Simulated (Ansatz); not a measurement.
# AuBrH2O: one species, many methods

Aim: compute AuBrH2O with functionals from several rungs and with coupled cluster, and see how far each lands from CCSD(T) at the basis-set limit for the atomisation energy.

Program: Ansatz 0.2.0, Gaussian basis. Level of theory: functionals in def2-TZVPP, the program's frozen cores in correlated methods. These are calculated values, not measurements.

Plan: LDA (SPW92), PBE-D4, revPBE-D4, BLYP-D4, r2SCAN-D4, B97M-V, PBE0-D4, B3LYP-D4, r2SCANh-D4, r2SCAN0-D4, HSE06-D4, BHLYP-D4, CAM-B3LYP-D4, LC-ωPBE, ωB97X-V, ωB97M-V, B2PLYP, PBE-QIDH; CCSD(T)/def2-SVP; CCSD(T)/def2-TZVPP; MP2/def2-QZVPP; extrapolation to the limit; RPA on PBE.

**1. The relaxed structure**

An earlier PBE0-D4 in a triple-zeta def2 set relaxation fixed the geometry. Au takes the def2 core potential; no spin-orbit term is included.

SMILES `[OH2+][Au-][Br]`, 5 atoms, charge 0, spin multiplicity 1.

Atoms are counted from 1 here; the program's logs count them from 0.

Bond lengths: O1–Au2 2.165 Å, O1–H4 0.963 Å, O1–H5 0.963 Å, Au2–Br3 2.341 Å. Angles: Au2–O1–H4 111.7°, Au2–O1–H5 111.7°, H4–O1–H5 107.0°, O1–Au2–Br3 179.8°.

**2. LDA**

This LDA is Slater exchange with PW92 correlation.

Contents of in.yaml:

```yaml
crystal:
  periodic: [false, false, false]
  atoms:
    - {symbol: O, position_ang: [-0.767499, 0.823561, -0.430330]}
    - {symbol: Au, position_ang: [0.756443, -0.410401, 0.488493]}
    - {symbol: Br, position_ang: [2.407266, -1.738220, 1.485138]}
    - {symbol: H, position_ang: [-1.651967, 0.563212, -0.152223]}
    - {symbol: H, position_ang: [-0.744233, 0.761857, -1.391088]}
basis:
  gaussian: {orbitals: def2-TZVPP}
hamiltonian: {xc: lda}
output: {orbitals: {seedname: orbitals}}
```

The runs that follow: PBE-D4 (GGA); revPBE-D4 (GGA); BLYP-D4 (GGA); r2SCAN-D4 (meta-GGA); B97M-V (meta-GGA); PBE0-D4 (hybrid); B3LYP-D4 (hybrid); r2SCANh-D4 (hybrid); r2SCAN0-D4 (hybrid); HSE06-D4 (hybrid); BHLYP-D4 (hybrid); CAM-B3LYP-D4 (range-separated); LC-ωPBE-D4 (range-separated); ωB97X-V (range-separated); ωB97M-V (range-separated); B2PLYP (double hybrid); PBE-QIDH (double hybrid); CCSD(T) in def2-SVP; CCSD(T) in def2-TZVPP; MP2 in def2-QZVPP; RPA on PBE orbitals.

Before running them: what should the planned runs give, taken together? Wanted: atomisation energy, CCSD(T)/CBS; farthest beyond LDA; mean size of error, GGA; mean size of error, meta-GGA; mean size of error, hybrid; mean size of error, range-separated; mean size of error, double hybrid; gap, smallest and largest; T1 diagnostic.

As calculated:

| quantity | value |
| --- | --- |
| atomisation energy, CCSD(T)/CBS | 14.225 eV |
| functionals within 0.142 eV (1.0 %) | PBE-D4 |
| farthest beyond LDA | BHLYP-D4 (-1.258 eV) |
| mean size of error, GGA | 0.466 eV |
| mean size of error, meta-GGA | 0.390 eV |
| mean size of error, hybrid | 0.700 eV |
| mean size of error, range-separated | 0.498 eV |
| mean size of error, double hybrid | 0.627 eV |
| gap, smallest and largest | 2.96 eV (BLYP-D4), 9.91 eV (LC-ωPBE) |
| T1 diagnostic | 0.0145 |
| triples share of the correlation energy | 3.4 % |

**Reading.** LDA overbinds by 2.308 eV (16 %). PBE-D4 misses by -0.138 eV. Double hybrids carry the basis error of their MP2 part in triple zeta, and no dispersion term here, so their miss is partly the set-up's. By mean error the best rung here is meta-GGA (0.390 eV) and the worst beyond LDA is hybrid (0.700 eV). The gap between the best rungs is small, so their order is not settled. The mean of the hybrids holds BHLYP, with half exact exchange. The reference freezes the cores and leaves out spin-orbit coupling and excitations past (T), and its outer-core shells are covered unevenly, so misses under about 0.142 eV can't be ranked. All levels share the lack of spin-orbit coupling, which lowers the free heavy atoms and so the true binding. Hartree-Fock recovers 63 % of the binding; the rest is correlation. CCSD(T) in def2-SVP is off by -1.415 eV, which most functionals beat. Orbital gaps span 3.0 to 9.9 eV; exact exchange widens them. Correlated methods include outer-core shells of Au, Br, which these sets cover unevenly.
